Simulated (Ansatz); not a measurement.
# C₂H₂Br₂Cl₂: small, medium and large basis sets

An exercise on one series of results from a longer session: the logs are not shown, and one member is left open.

Program: Ansatz 0.2.0, Gaussian basis. Level of theory: one geometry, several basis sets. These are calculated values, not measurements.

Plan: PBE0-D4/def2-SVP; ωB97M-V/def2-SVP; PBE0-D4/def2-QZVPP; ωB97M-V/def2-QZVPP; the functionals' def2-TZVPP values are taken from earlier runs.

### The relaxed structure

All runs share one geometry, relaxed beforehand with PBE0-D4 in a triple-zeta def2 set.

SMILES `Cl[C@H](Br)[C@H](Cl)Br`, 8 atoms, charge 0, spin multiplicity 1.

Atoms are counted from 1 here; the program's logs count them from 0.

Bond lengths: Cl1–C2 1.763 Å, C2–Br3 1.937 Å, C2–C4 1.522 Å, C2–H7 1.087 Å, C4–Cl5 1.763 Å, C4–Br6 1.937 Å, C4–H8 1.087 Å. Angles: Cl1–C2–Br3 109.5°, Cl1–C2–C4 110.6°, Cl1–C2–H7 108.3°, Br3–C2–C4 110.4°, Br3–C2–H7 106.9°, C4–C2–H7 111.0°, C2–C4–Cl5 110.6°, C2–C4–Br6 110.4°, C2–C4–H8 111.0°, Cl5–C4–Br6 109.5°, Cl5–C4–H8 108.3°, Br6–C4–H8 106.9°.

Set-up of the first run:

Input file in.yaml:

```yaml
crystal:
  periodic: [false, false, false]
  atoms:
    - {symbol: Cl, position_ang: [-1.906000, -0.842590, -0.629099]}
    - {symbol: C, position_ang: [-0.405507, 0.082267, -0.639509]}
    - {symbol: Br, position_ang: [0.696488, -0.490532, -2.126403]}
    - {symbol: C, position_ang: [0.341249, -0.094014, 0.674458]}
    - {symbol: Cl, position_ang: [-0.679013, 0.370124, 2.034823]}
    - {symbol: Br, position_ang: [1.956650, 0.975443, 0.683646]}
    - {symbol: H, position_ang: [-0.650298, 1.127201, -0.812289]}
    - {symbol: H, position_ang: [0.646451, -1.127908, 0.814384]}
basis:
  gaussian: {orbitals: def2-SVP}
hamiltonian: {xc: pbe0, dispersion: d4}
output: {orbitals: {seedname: orbitals}}
```

The run is started by

```bash
> ansatz run in.yaml --threads 2 --pin off --events-out ev --progress --plain --max-ram 22528MiB --backend cpu
```

Steps of the session up to this table: PBE0-D4 in def2-SVP; ωB97M-V in def2-SVP; PBE0-D4 in def2-QZVPP; ωB97M-V in def2-QZVPP.

One of the session's tables, all rows but one given; the rest of the session is left out.

It belongs to the step «Functionals by basis». 

```
functional       basis  HOMO (eV)
   PBE0-D4    def2-SVP          ?
   PBE0-D4  def2-TZVPP      -8.06
   PBE0-D4  def2-QZVPP      -8.08
   ωB97M-V    def2-SVP     -10.08
   ωB97M-V  def2-TZVPP     -10.25
   ωB97M-V  def2-QZVPP     -10.28
```

Estimate the missing values for PBE0-D4, def2-SVP.

The run gave: HOMO (eV): -7.93. In the column «HOMO (eV)» it is the highest.
